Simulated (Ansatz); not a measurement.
# BClH5NS: the cost of one run

All numbers below are computed with Ansatz 0.2.0 (RKS PBE0/def2-SVP).

## (1) The system as given

Bond lengths: B1–Cl2 2.210 Å, B1–N3 1.550 Å, N3–H4 1.060 Å, N3–H5 1.060 Å, B1–H6 1.190 Å, B1–S7 2.190 Å, S7–H8 1.400 Å, Cl2–H9 1.343 Å, S7–H9 1.384 Å. Angles: B1–Cl2–H9 73.4°, Cl2–B1–N3 120.0°, Cl2–B1–H6 120.0°, Cl2–B1–S7 71.6°, N3–B1–H6 120.0°, N3–B1–S7 96.8°, H6–B1–S7 101.3°, B1–N3–H4 120.0°, B1–N3–H5 120.0°, H4–N3–H5 120.0°, B1–S7–H8 109.5°, B1–S7–H9 73.5°, H8–S7–H9 43.4°, Cl2–H9–S7 141.5°.

As a file:

```xyz
9

B     0.0000    0.0000    0.0000
Cl    0.0000    0.0000    2.2100
N     1.3423    0.0000   -0.7750
H     1.8089   -0.9179   -1.0268
H     1.7937    0.9179   -1.0532
H    -1.0305    0.0000   -0.5950
S     0.0982    2.0760    0.6906
H     0.6507    2.1151    1.9763
H     0.0608    1.2857    1.8263
```

## (2) Pulling towards end A

Springs on the bonds that form and break draw the guess towards this end; the thresholds are loose.

The input, input.yaml:

```yaml
crystal:
  periodic: [false, false, false]
  atoms:
    - { symbol: B, position_ang: [0.0, 0.0, 0.0] }
    - { symbol: Cl, position_ang: [0.0, 0.0, 2.21] }
    - { symbol: "N", position_ang: [1.3423, 0.0, -0.775] }
    - { symbol: H, position_ang: [1.8089, -0.9179, -1.0268] }
    - { symbol: H, position_ang: [1.7937, 0.9179, -1.0532] }
    - { symbol: H, position_ang: [-1.0305, 0.0, -0.595] }
    - { symbol: S, position_ang: [0.0982, 2.076, 0.6906] }
    - { symbol: H, position_ang: [0.6507, 2.1151, 1.9763] }
    - { symbol: H, position_ang: [0.0608, 1.2857, 1.8263] }
basis:
  gaussian: { orbitals: def2-SVP }
hamiltonian:
  xc: pbe0
relax:
  f_tol: 0.15
  max_steps: 25
  restrain:
    - { distance: [0, 6], at: 3.09, k: 30.0 }
    - { distance: [8, 1], at: 2.57, k: 30.0 }
    - { distance: [0, 1], at: 1.86, k: 30.0 }
    - { distance: [8, 6], at: 1.4, k: 30.0 }
output:
  orbitals: {}
```

Launch:

```sh
> ansatz run input.yaml --threads 2 --pin off --max-ram 3072MiB --backend cpu --events-out ev --progress --plain --runs-dir out
```

What time and memory should one allow on 2 threads of Arm Neoverse V2, shared host?

About 26 s, with a peak of 0.18 GiB.
